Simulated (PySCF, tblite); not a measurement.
# C4H8N2SeSi: geometry, infrared bands and NMR shifts

What infrared bands and NMR shifts should C4H8N2SeSi (`C=CC[Si@](N)([SeH])C#N`) show?

The runs use tblite 0.8.0 and PySCF 2.14.0, with density-fitted response routines of our own; the level of theory stands in each step. All values are computed, except where a source is named. Atoms count from 0, in the outputs and in this text.

## 1. The molecule as given

16 atoms, charge 0, multiplicity 1; geometry from: force field or distance geometry start.

Bonds of the start (Å): C0–C1 1.33, C1–C2 1.49, C2–Si3 1.89, Si3–N4 1.77, Si3–Se5 2.28, Si3–C6 1.82, C6–N7 1.15, C0–H8 1.09, C0–H9 1.07, C1–H10 1.09, C2–H11 1.12, C2–H12 1.11, N4–H13 1.04, N4–H14 1.04, Se5–H15 1.53.

## 2. Relaxing the molecule with GFN2-xTB

The job: settings as JSON, then the geometry in Å.

```
{"job": {"kind": "relax", "xc": "GFN2-xTB", "basis": "xTB"}, "charge": 0, "multiplicity": 1}
C      2.010800    -0.427600    -1.092500
C      1.505200    -0.918000     0.037000
C      0.055500    -1.211700     0.223100
Si    -0.930700     0.379700     0.476000
N     -0.814600     1.412900    -0.958200
Se    -0.112000     1.492800     2.290000
C     -2.669900    -0.045500     0.783700
N     -3.773200    -0.312100     0.984700
H      1.356500    -0.202700    -1.929800
H      3.063400    -0.245300    -1.184700
H      2.188800    -1.162300     0.856300
H     -0.352800    -1.753900    -0.663500
H     -0.099400    -1.848600     1.124400
H     -1.412200     2.248000    -0.791100
H     -1.253700     0.895800    -1.752100
H      1.230800     1.707500     1.585400
```

On the command line:

```console
OMP_NUM_THREADS=1 python probes_run.py task.json out
```

The driver reads the jobs from task.json and runs them one after another.

**Question.** This job is followed by: GFN2-xTB harmonic vibrations, gas phase; GIAO PBE0/pcSseg-1 NMR shielding, non-relativistic, gas phase. What will the session give for the following? strongest single infrared mode (GFN2-xTB); zero-point energy (GFN2-xTB); 13C shifts against TMS (PBE0/pcSseg-1); 1H shifts against TMS (PBE0/pcSseg-1, means over atoms taken as alike); 29Si shifts against TMS (PBE0/pcSseg-1); 15N shifts against NH3 (PBE0/pcSseg-1); 77Se shifts against Me2Se (PBE0/pcSseg-1).

**Answer**, as computed:

| quantity | value |
| --- | --- |
| strongest single infrared mode (GFN2-xTB) | 2094 cm⁻¹, 322 km/mol |
| zero-point energy (GFN2-xTB) | 69.3 kcal/mol |
| 13C shifts against TMS (PBE0/pcSseg-1) | 138.5, 125.8, 124.8, 30.2 ppm |
| 1H shifts against TMS (PBE0/pcSseg-1, means over atoms taken as alike) | 6.10, 5.44, 5.38, 2.00, 1.93, 1.04, 0.75 ppm |
| 29Si shifts against TMS (PBE0/pcSseg-1) | -22.0 ppm |
| 15N shifts against NH3 (PBE0/pcSseg-1) | 356.9, 34.6 ppm |
| 77Se shifts against Me2Se (PBE0/pcSseg-1) | -390 ppm |

What this shows: Over 101 steps the energy fell by 0.389 eV; of the close pairs, Se5–H15 changed most, 1.532 to 1.435 Å. No mode is imaginary among the 42: a minimum at this level. The strongest single mode, at 2094 cm⁻¹, moves mainly H15. Unscaled tight-binding wavenumbers are off by several per cent, some by more. Its intensities can rank the bands wrongly. The most deshielded carbon is C1 (alkene CH), at 138.5 ppm: the olefinic region. The most deshielded hydrogen is H10 (hydrogen on an alkene CH), at 6.10 ppm: attached to an sp2 carbon and in the plane of the double bond. At PBE0/pcSseg-1: Shielding is most anisotropic at N7 (span 562 ppm, paramagnetic term -426 ppm). Spin-orbit coupling is left out, which matters for shieldings and couplings at and beside the heavy atoms.
